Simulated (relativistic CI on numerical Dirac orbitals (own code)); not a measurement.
# Zn²²⁺: one ion under different settings

How much do the settings matter for Zn²²⁺? One ion, several inputs.

Method: Dirac-Coulomb-Breit CI, KLI orbitals optimised for each configuration, model QED (radiative potential, 1s self-energy scaled to tabulated hydrogen-like ionisation energies), numerical settings as typed. Code: relativistic CI on numerical Dirac orbitals (own code) version 3.

### 1 Starting point

```
ion            : Zn²²⁺ (Zn XXIII)
nuclear charge : 30
electrons      : 8
isotope        : A = 64
```

### 2 The usual input

Settings, as recorded:

```ini
atom Zn  Z=30  charge=22  electrons=8
nucleus A=64  rms_radius_fm=3.9283
hamiltonian dirac-coulomb  breit=on  qed=on  c_scale=1
orbitals kli  potential=per-configuration
slater_scale 1
correlation none
mixing on
grid step=0.0125 r_max=4.9
scf mixing=0.4 start=green max_iterations=150 tolerance=2e-08 node_fill=0.05
configurations
  [He] 2s2 2p4
  [He] 2s 2p5
end
```

Run with:

```console
python run_levels.py task.json out
```

One command runs all members of the session, one after another, from task.json.

### 3 Nuclear radius 3.5355

Changes to the settings of step 2:

```diff
@@ -1,3 +1,3 @@
 atom Zn  Z=30  charge=22  electrons=8
-nucleus A=64  rms_radius_fm=3.9283
+nucleus A=64  rms_radius_fm=3.5355
 hamiltonian dirac-coulomb  breit=on  qed=on  c_scale=1
```

### 4 Node fill 0.5

Settings, as recorded:

```ini
atom Zn  Z=30  charge=22  electrons=8
nucleus A=64  rms_radius_fm=3.9283
hamiltonian dirac-coulomb  breit=on  qed=on  c_scale=1
orbitals kli  potential=per-configuration
slater_scale 1
correlation none
mixing on
grid step=0.0125 r_max=4.9
scf mixing=0.4 start=green max_iterations=150 tolerance=2e-08 node_fill=0.5
configurations
  [He] 2s2 2p4
  [He] 2s 2p5
end
```

### 5 QED terms off

Settings, as recorded:

```ini
atom Zn  Z=30  charge=22  electrons=8
nucleus A=64  rms_radius_fm=3.9283
hamiltonian dirac-coulomb  breit=on  qed=off  c_scale=1
orbitals kli  potential=per-configuration
slater_scale 1
correlation none
mixing on
grid step=0.0125 r_max=4.9
scf mixing=0.4 start=green max_iterations=150 tolerance=2e-08 node_fill=0.05
configurations
  [He] 2s2 2p4
  [He] 2s 2p5
end
```

### 6 Nuclear radius 4.3211, potential mixing 0.1

Settings, as recorded:

```ini
atom Zn  Z=30  charge=22  electrons=8
nucleus A=64  rms_radius_fm=4.3211
hamiltonian dirac-coulomb  breit=on  qed=on  c_scale=1
orbitals kli  potential=per-configuration
slater_scale 1
correlation none
mixing on
grid step=0.0125 r_max=4.9
scf mixing=0.1 start=green max_iterations=150 tolerance=2e-08 node_fill=0.05
configurations
  [He] 2s2 2p4
  [He] 2s 2p5
end
```

### 7 Nuclear radius 39.283

Settings, as recorded:

```ini
atom Zn  Z=30  charge=22  electrons=8
nucleus A=64  rms_radius_fm=39.2830
hamiltonian dirac-coulomb  breit=on  qed=on  c_scale=1
orbitals kli  potential=per-configuration
slater_scale 1
correlation none
mixing on
grid step=0.0125 r_max=4.9
scf mixing=0.4 start=green max_iterations=75 tolerance=2e-08 node_fill=0.05
configurations
  [He] 2s2 2p4
  [He] 2s 2p5
end
```

### 8 Slater scale 0

Settings, as recorded:

```ini
atom Zn  Z=30  charge=22  electrons=8
nucleus A=64  rms_radius_fm=3.9283
hamiltonian dirac-coulomb  breit=on  qed=on  c_scale=1
orbitals kli  potential=per-configuration
slater_scale 0
correlation none
mixing on
grid step=0.0125 r_max=4.9
scf mixing=0.4 start=green max_iterations=86 tolerance=2e-08 node_fill=0.05
configurations
  [He] 2s2 2p4
  [He] 2s 2p5
end
```

(Steps that only read results are left out.)

What does the calculation give? Wanted: lowest level, usual settings; total energy; first excitation.

**Answer**, as computed:

| setting | total energy less usual (Ha) | largest shift of a level among the lowest eight of both runs, same label and place (cm⁻¹) | SCF iterations | time | lowest level | kind of change |
| --- | --- | --- | --- | --- | --- | --- |
| usual | 0 | 0 | 18 | 0.043 s | 2p4 3P2 | - |
| nuclear radius 3.5355 | -0.00158 | 17.3 | 18 | 0.041 s | 2p4 3P2 | unphysical constant |
| node fill 0.5 | -0.000218 | 227 | 18 | 0.041 s | 2p4 3P2 | numerical |
| QED terms off | -0.506 | 5570 | 18 | 0.019 s | 2p4 3P2 | model term |
| nuclear radius 4.3211, potential mixing 0.1 | 0.00175 | 19.0 | 18 | 0.041 s | 2p4 3P2 | unphysical constant |
| nuclear radius 39.283 | 0.739 | 7910 | 18 | 0.042 s | 2p4 3P2 | unsound |
| Slater scale 0 | 0.151 | 66200 | 18 | 0.041 s | 2p4 [2p3/2^2] J=2 | unsound |

```
                    quantity          value
lowest level, usual settings        2p4 3P2
                total energy  -1427.6551 Ha
            first excitation    121419 cm⁻¹
```

What this shows: Among the runs whose levels can be followed, they move most under «Slater scale 0» (unsound), by up to 66200 cm⁻¹. Only the listed configurations are in the model.
